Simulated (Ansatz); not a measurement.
# C2H6Cl2Si (dichlorodimethylsilane) at PBE0/def2-SVP

Aim: the electronic atomisation energy of C2H6Cl2Si (dichlorodimethylsilane) at PBE0/def2-SVP, from 5 runs. 

The calculation is run with Ansatz 0.2.0.

81 further runs of the same task are left out: 81 set aside as unsound or not needed.

**1. The molecule**

The species is C2H6Cl2Si (11 atoms), meant as a singlet with charge 0. SMILES: `C[Si](C)(Cl)Cl`. The coordinates come from a PBE0-D4/def2-TZVP relaxation.

Bond lengths: C1–Si2 1.851 Å, Si2–C3 1.851 Å, Si2–Cl4 2.058 Å, Si2–Cl5 2.058 Å, C1–H6 1.093 Å, C1–H7 1.091 Å, C1–H8 1.093 Å, C3–H9 1.093 Å, C3–H10 1.091 Å, C3–H11 1.093 Å. Some angles: C1–Si2–C3 114.5°, C1–Si2–Cl4 108.6°, C1–Si2–Cl5 108.6°, C3–Si2–Cl4 108.6°, C3–Si2–Cl5 108.6°, Cl4–Si2–Cl5 107.7°, Si2–C1–H6 110.3°, Si2–C1–H7 110.5°, Si2–C1–H8 110.3°, Si2–C3–H9 110.3°.

**2. A single-point energy at PBE0/def2-SVP**

in.yaml

```yaml
crystal:
  periodic: [false, false, false]
  atoms:
    - {symbol: C, position_ang: [-1.474780, 0.260330, 0.569630]}
    - {symbol: Si, position_ang: [0.049440, 0.400780, -0.470390]}
    - {symbol: C, position_ang: [1.413930, -0.753620, 0.009340]}
    - {symbol: Cl, position_ang: [-0.457830, 0.039560, -2.432040]}
    - {symbol: Cl, position_ang: [0.750400, 2.332220, -0.351670]}
    - {symbol: H, position_ang: [-1.240880, 0.476080, 1.614990]}
    - {symbol: H, position_ang: [-2.234960, 0.966850, 0.231850]}
    - {symbol: H, position_ang: [-1.886320, -0.749770, 0.503510]}
    - {symbol: H, position_ang: [1.724400, -0.565080, 1.039920]}
    - {symbol: H, position_ang: [2.278000, -0.616910, -0.643230]}
    - {symbol: H, position_ang: [1.078600, -1.790430, -0.071900]}
basis:
  gaussian:
    orbitals: def2-SVP
hamiltonian:
  xc: {name: PBE0}
accuracy: high
output:
  orbitals: {seedname: orbitals}
```

On the command line:

```console
$ ansatz run in.yaml --threads 1 --pin off --max-ram 3480MiB --events-out events.jsonl --progress --plain --runs-dir runs
```

Standard output:

```text
Warning: RAYON_NUM_THREADS=1 ignored (pool sized by the plan → 1); use --threads N
Functional definition: PBE0
  name "PBE0"
  parameter a = 0.25
  parameter kappa = 0.804
  parameter beta = 0.06672455060314922
  exchange = (1 - a)*pbe_x(kappa = kappa, mu = beta*pi^2/3) + a*exact_x
  correlation = pbe_c(beta = beta)
2521 factors; integrals over basis functions are off by at most 7.6e-9 eV
mean field evaluation 1: about -35065.1414 eV, gradient 5.5e1 eV
mean field evaluation 2: about -35063.8760 eV, gradient 5.6e1 eV
mean field evaluation 4: about -35072.3037 eV, gradient 1.6e0 eV
mean field evaluation 8: about -35072.5452 eV, gradient 1.5e-1 eV
mean field evaluation 16: about -35072.5452 eV, gradient 9.5e-6 eV
mean field -35072.54524091 eV, -1288.8922645784 hartree, gradient 8.0e-8 eV, S^2 0.000000; 0 other end points of the search recorded, 0 dependent functions left out
reference -35072.54524320 eV, -1288.8922646626 hartree; 33, 33 occupied and 79, 79 virtual orbitals, 2521 factors
Total energy: -35072.54524320 eV, -1288.8922646626 hartree
```

Run time: 17 s. Hardware: 1 thread of Arm Neoverse V1, shared host; peak memory 0.47 GiB.

**3. The C atom**

molecule.yaml

```yaml
crystal:
  periodic: [false, false, false]
  atoms:
    - {symbol: C, position_ang: [0.000000, 0.000000, 0.000000]}
basis:
  gaussian:
    orbitals: def2-SVP
total_charge: 0
magnetization:
  spin_polarized: true
  initial_magnetization: 2
hamiltonian:
  xc: {name: PBE0}
accuracy: high
```

Run the same way, it converges to -37.76066 Eh (log not shown).

**4. The Cl atom at the same level**

job.yaml

```yaml
basis:
  gaussian: {orbitals: def2-SVP}
crystal:
  periodic: [false, false, false]
  atoms:
    - {symbol: Cl, position_ang: [0.000000, 0.000000, 0.000000]}
hamiltonian: {xc: pbe0}
magnetization: {spin_polarized: true, initial_magnetization: 1}
accuracy: high
```

Run the same way, it converges to -459.83853 Eh (log not shown).

**5. The H atom**

in.yaml

```yaml
crystal:
  periodic: [false, false, false]
  atoms:
    - {symbol: H, position_ang: [0.000000, 0.000000, 0.000000]}
basis:
  gaussian: {orbitals: def2-SVP}
magnetization: {spin_polarized: true, initial_magnetization: 1}
hamiltonian: {xc: pbe0}
accuracy: high
```

Run the same way, it converges to -0.50029 Eh (log not shown).

**6. The Si atom**

run.yaml

```yaml
basis:
  gaussian:
    orbitals: def2-SVP
crystal:
  periodic: [false, false, false]
  atoms:
    - {symbol: Si, position_ang: [0.000000, 0.000000, 0.000000]}
magnetization:
  spin_polarized: true
  initial_magnetization: 2
accuracy: high
total_charge: 0
hamiltonian:
  xc: {name: PBE0}
```

Run the same way, it converges to -289.15194 Eh (log not shown).

**7. Outcome**

At PBE0/def2-SVP:

| quantity | value |
| --- | --- |
| molecule: total energy | -1288.89226 Eh |
| molecule: HOMO energy | -8.51 eV |
| molecule: LUMO energy | 1.44 eV |
| molecule: HOMO–LUMO gap | 9.95 eV |
| C atom: total energy | -37.76066 Eh |
| C atom: ⟨S²⟩ | 2.002 |
| Cl atom: total energy | -459.83853 Eh |
| Cl atom: ⟨S²⟩ | 0.752 |
| H atom: total energy | -0.50029 Eh |
| H atom: ⟨S²⟩ | 0.750 |
| Si atom: total energy | -289.15194 Eh |
| Si atom: ⟨S²⟩ | 2.004 |
| electronic atomisation energy | 41.911 eV |

**Reading.** Taking the molecule apart into free atoms costs 41.91 eV (966 kcal/mol), before zero-point energy and without spin-orbit coupling.
